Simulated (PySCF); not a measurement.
# BH₉O₂Si₃: electronic excitations

What electronic excitations should BH₉O₂Si₃ (`B[SiH2]O[SiH2]O[SiH3]`) show?

Computed with PySCF 2.14.0, with density-fitted response routines of our own, on a single molecule in the gas phase. Atoms are numbered from 0 throughout.

### 1 The molecule as given

15 atoms, charge 0, multiplicity 1; geometry from: GFN2-xTB.

Bonds of the start (Å): B0–Si1 1.96, Si1–O2 1.64, O2–Si3 1.61, Si3–O4 1.62, O4–Si5 1.62, B0–H6 1.17, B0–H7 1.17, Si1–H8 1.48, Si1–H9 1.47, Si3–H10 1.45, Si3–H11 1.46, Si5–H12 1.46, Si5–H13 1.47, Si5–H14 1.46.

### 2 Excited states and response: CAM-B3LYP/def2-SVPD

The job: settings as JSON, then the geometry in Å.

```
{"job": {"kind": "uv", "xc": "CAM-B3LYP", "basis": "def2-SVPD", "nstates": 8, "ntriplets": 3}, "charge": 0, "multiplicity": 1}
B      2.449261     0.942294    -0.091565
Si     1.651452    -0.621716     0.768351
O      0.525336    -1.337620    -0.188026
Si    -0.845528    -1.206831    -1.021486
O     -1.830603    -0.113265    -0.342449
Si    -2.133538     0.972743     0.815397
H      3.343479     1.511472     0.404135
H      2.069538     1.355623    -1.118322
H      0.967683    -0.331844     2.047289
H      2.530589    -1.776442     1.027542
H     -1.503556    -2.499495    -0.933145
H     -0.548635    -0.692505    -2.352498
H     -2.246675     0.284843     2.101449
H     -1.038490     1.948151     0.855652
H     -3.394725     1.572578     0.387002
```

Level: TDDFT CAM-B3LYP/def2-SVPD, vertical, gas phase, core orbitals frozen in the response.

Started as:

```console
> OMP_NUM_THREADS=1 python probes_run.py task.json out
```

This one command runs all jobs of the session in turn.

Predict these results of the whole session: lowest singlet (CAM-B3LYP/def2-SVPD); brightest single state of those computed; lowest triplet.

As calculated:

| quantity | value |
| --- | --- |
| lowest singlet (CAM-B3LYP/def2-SVPD) | 4.07 eV (305 nm), f = 0.004 |
| brightest single state of those computed | state 3, 5.65 eV, f = 0.031 |
| lowest triplet | 3.24 eV |

In words: The first singlet state (HOMO→LUMO 0.70, HOMO−2→LUMO 0.19) lies at 4.07 eV and is weak; of the 8 states computed, the strongest absorption comes from state 3 at 5.65 eV. The lowest triplet lies 0.83 eV below the lowest singlet (triplets in Tamm-Dancoff, singlets in full TDDFT).
